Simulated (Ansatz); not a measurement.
Geometry optimisation, Ansatz 0.2.0, DFT LDA, scalar-relativistic, plane waves, PAW.

The input (input.yaml):

```yaml
accuracy: low
crystal:
  lattice:
    - [5.48, 0.0, 0.0]
    - [-4.11, 7.118729, 0.0]
    - [0.0, 0.0, 4.39496]
  atoms:
    - { symbol: Tc, position: [0.0, 0.0, 0.0] }
    - { symbol: Tc, position: [0.1666667, 0.2222222, 0.5] }
    - { symbol: Tc, position: [0.0, 0.3333333, 0.0] }
    - { symbol: Tc, position: [0.1666667, 0.5555556, 0.5] }
    - { symbol: Tc, position: [0.0, 0.6666667, 0.0] }
    - { symbol: Tc, position: [0.1666667, 0.8888889, 0.5] }
    - { symbol: Tc, position: [0.5, 0.0, 0.0] }
    - { symbol: Tc, position: [0.6666667, 0.2222222, 0.5] }
    - { symbol: Tc, position: [0.5, 0.3333333, 0.0] }
    - { symbol: Tc, position: [0.6666667, 0.5555556, 0.5] }
    - { symbol: Tc, position: [0.5, 0.6666667, 0.0] }
    - { symbol: Tc, position: [0.6666667, 0.8888889, 0.5] }
    - { symbol: Li, position: [0.8224502, 0.7698508, 0.2592372] }
basis:
  ecutwfc: 600.0
kpoints:
  mp_grid: { grid: [2, 2, 2] }
hamiltonian:
  xc: lda
scf:
  occupations: { method: fermi_dirac, width: 0.15 }
  lower_state_search: "off"
relax:
  f_tol: 0.08
  max_steps: 25
  adjacent_minimum: "off"
output:
  write_density: true
  write_potential: true
  elf: true
  volumetric_format: npy
```

Launched with:

```bash
$ ansatz run input.yaml --threads 2 --pin off --max-ram 5120MiB --backend cpu --events-out ev --progress --plain --runs-dir out
```

Q: Where does it end, and by what steps?

A: The forces met the threshold. The threshold is loose, so the end isn't yet a minimum. Limits of this set-up: coarse k mesh, a small cell, in which the defect meets its images, a typed lattice constant that wasn't relaxed here, low accuracy level. After 5 steps the energy has fallen by 2.753 eV; Tc12 moved furthest, 0.24 Å.

```json
{"step": "0", "energy less start (eV)": "0.0000", "largest force component (eV/Å)": "3.814", "accepted": "yes"}
{"step": "1", "energy less start (eV)": "-1.7187", "largest force component (eV/Å)": "2.079", "accepted": "yes"}
{"step": "2", "energy less start (eV)": "-2.6099", "largest force component (eV/Å)": "0.769", "accepted": "yes"}
{"step": "3", "energy less start (eV)": "-2.6331", "largest force component (eV/Å)": "0.587", "accepted": "yes"}
{"step": "4", "energy less start (eV)": "-2.7468", "largest force component (eV/Å)": "0.144", "accepted": "yes"}
{"step": "5", "energy less start (eV)": "-2.7531", "largest force component (eV/Å)": "0.076", "accepted": "yes"}
```

```xyz
13
Lattice="5.4800 0.0000 0.0000 -4.1100 7.1187 0.0000 0.0000 0.0000 4.3950" Properties=species:S:1:pos:R:3
Tc 0.012 0.187 -0.112
Tc -0.051 1.600 2.182
Tc -1.404 2.320 -0.052
Tc -1.374 4.047 2.130
Tc -2.671 4.629 -0.194
Tc -2.644 6.453 2.366
Tc 2.739 -0.100 0.075
Tc 2.770 1.626 2.254
Tc 1.416 2.349 0.019
Tc 1.356 3.758 2.317
Tc -0.102 4.612 -0.164
Tc -0.069 6.437 2.402
Li 1.364 5.531 1.102
```

Whether the end is a true minimum wasn't checked by a vibrational analysis.

Run time: 14 s on 2 threads of AMD EPYC 9R45 96-Core Processor (Zen 5), with other jobs on the host, peak memory 0.8 GiB.
